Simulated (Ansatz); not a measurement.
# Sc3BN2: the cost of one run

Computed with Ansatz 0.2.0 (DFT PBE, scalar-relativistic, plane waves, PAW, unless a step's input says otherwise).

1 further run of the same task is left out (it didn't finish). Runs told in other sessions of the task aren't counted.

**1. The system as given**

The structure is hexagonal, space group P6/mmm (No. 191). The conventional cell has a = 5.556 Å, b = 5.556 Å, c = 3.064 Å, α = 90.00°, β = 90.00°, γ = 120.00°. Sc (site symmetry mmm) has 4 N at 2.22 Å and 6 Sc at 2.78 to 3.06 Å and 4 B at 3.17 Å in its first shell of neighbours. B (site symmetry 6/mmm) is surrounded by 2 B at 3.06 Å and 12 Sc at 3.17 Å and 6 N at 3.21 Å. N (site symmetry -6m2) is surrounded by 6 Sc at 2.22 Å.

Structure file:

```
CELL_PARAMETERS angstrom
5.55577 0.00000 0.00000
-2.77788 4.81144 0.00000
0.00000 0.00000 3.06427
ATOMIC_POSITIONS crystal
Sc 0.50000 0.00000 0.50000
Sc 0.50000 0.50000 0.50000
Sc 0.00000 0.50000 0.50000
B 0.00000 0.00000 0.00000
N 0.33333 0.66667 0.00000
N 0.66667 0.33333 0.00000
```

Recipe of the guess: species swapped into a database cell of TmB2Ru3 (P6/mmm, No. 191), with B on the Tm sites, N on the B sites and Sc on the Ru sites. Its size is a rough estimate.

**2. The guess as it stands, on a coarse mesh**

The input, input.yaml:

```yaml
crystal:
  lattice:
    - [5.55576689, 0.0, 0.0]
    - [-2.77788344, 4.81143526, 0.0]
    - [0.0, 0.0, 3.06426849]
  atoms:
    - { symbol: Sc, position: [0.5, 0.0, 0.5] }
    - { symbol: Sc, position: [0.5, 0.5, 0.5] }
    - { symbol: Sc, position: [0.0, 0.5, 0.5] }
    - { symbol: B, position: [0.0, 0.0, 0.0] }
    - { symbol: "N", position: [0.33333333, 0.66666667, 0.0] }
    - { symbol: "N", position: [0.66666667, 0.33333333, 0.0] }
basis:
  ecutwfc: 420
kpoints:
  mp_grid: { grid: [6, 6, 6] }
hamiltonian:
  xc: pbe
scf:
  occupations: { method: gaussian, width: 0.1 }
  lower_state_search: "off"
output:
  forces: true
  stress: true
  eigenvalues: true
```

Started as:

```sh
$ ansatz run input.yaml --threads 1 --pin off --max-ram 2560MiB --backend cpu --events-out ev --progress --plain --runs-dir out
```

What time and memory should one allow on 1 thread of AMD EPYC (Zen 3), shared host?

About 11 s, with a peak of 0.39 GiB.
